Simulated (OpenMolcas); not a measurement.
# Cu²⁺ among point charges: CASSCF levels, g values and susceptibility

How does a field of 6 point charges split the states of Cu²⁺, and what g values and χT follow?

Program: OpenMolcas 26.06. Level of theory: state-averaged CASSCF, spin-orbit coupling by RASSI with atomic mean-field integrals. These are calculated values, not measurements, unless marked.

### 1 What is computed

- Species: Cu²⁺ (copper, Z = 29, 27 electrons)
- Basis: ANO-RCC-VDZP [5s4p2d1f], 34 functions
- Scalar Hamiltonian: DKH2, point nucleus
- Inactive shells: 1s 2s 2p 3s 3p
- Active space: 9 electrons in 5 orbitals (3d)
- Some configurations of this space: 3d9
- Orbitals: optimised for each spin and parity, averaged over all roots

Outer shells as boxes (Hund's rule):

3d9
```
3d [↑↓][↑↓][↑↓][↑↓][↑ ]
```

The ion sits among 6 point charges of -2 e arranged as a tetragonal octahedron (D4h), 1.86 Å from the ion, with the axial distance 1.637 Å. The active orbitals were held to one l.

The work runs as a chain of OpenMolcas steps in one folder; each step below is one input file. The outputs are cut to the sections that carry results. Labels, J, g values, rates, χT and fits are worked out afterwards by a script from the matrices that RASSI stores. The input lists half of the charges; inversion (Group=XYZ) makes the rest.

### 2 One- and two-electron integrals

The input, a.inp:

```
&GATEWAY
Coord
1

Cu 0.0 0.0 0.0
Basis=ANO-RCC-VDZP
Group=XYZ
NoMove
AngMom=0.0 0.0 0.0
AMFI
XField
3 Angstrom 0
1.860000 0.000000 0.000000 -2.000000
0.000000 1.860000 0.000000 -2.000000
0.000000 0.000000 1.636800 -2.000000
&SEWARD
```

Started as:

```console
> OMP_NUM_THREADS=1 MOLCAS_MEM=1689 MOLCAS_PROJECT=a pymolcas a.inp > a.log
```

### 3 Reference wave functions, doublets of even parity, 5 roots

The input, a.inp:

```
&RASSCF
FileOrb=start.orb
Symmetry=1
Spin=2
nActEl=9 0 0
Inactive=3 6
Ras2=5 0
CIRoot=5 5 1
SDav=5
CIMx=300
Iter=120 100
PrWF=0.3
OrbListing=Nothing
MaxOrb=0
SupSym
1
10 4 5 6 7 8 11 12 13 14 15
0
>>> COPY $Project.JobIph JOB001
```

start.orb holds the contracted functions of the basis, ordered by shell, or the orbitals of the step before.

### 4 State interaction with spin-orbit coupling

The input, a.inp:

```
&RASSI
NrOfJobIphs=1 5
1 2 3 4 5
IphNames
JOB001
EJob
SpinOrbit
DIPRint=1.0
SOCoupling=1000.0
Subsets=2
Property=9
'ANGMOM' 1 'ANGMOM' 2 'ANGMOM' 3 'MLTPL  1' 1 'MLTPL  1' 2 'MLTPL  1' 3
'AMFI' 1 'AMFI' 2 'AMFI' 3
SOProperty=3
'ANGMOM' 1 'ANGMOM' 2 'ANGMOM' 3
```

**Question.** What will these runs give? Wanted: spin-free ground state; first state of the same spin; lowest level; next level.

The runs gave:

| quantity | value |
| --- | --- |
| method | CASSCF |
| spin-free ground state | 2A1, 1-fold in its orbital part |
| first state of the same spin | 2B1 at 6810 cm⁻¹ |
| lowest level | 2-fold E1/2, g = 1.97, 2.55, 2.55 |
| next level | 6603.2 cm⁻¹ |
| χT at 300 K | 0.57 cm³ K/mol |
| effective moment at 300 K | 2.13 μB |

The spin-free ground state (2A1) comes to 100 % from free-ion D terms and keeps the highest spin of the shell. χT at 300 K is 0.57, against 0.38 cm³ K/mol for the spin alone, so orbital moment adds to it. Point charges give too small a field for d ions at true ligand charges. This is an electrostatic model: the charges have no orbitals.
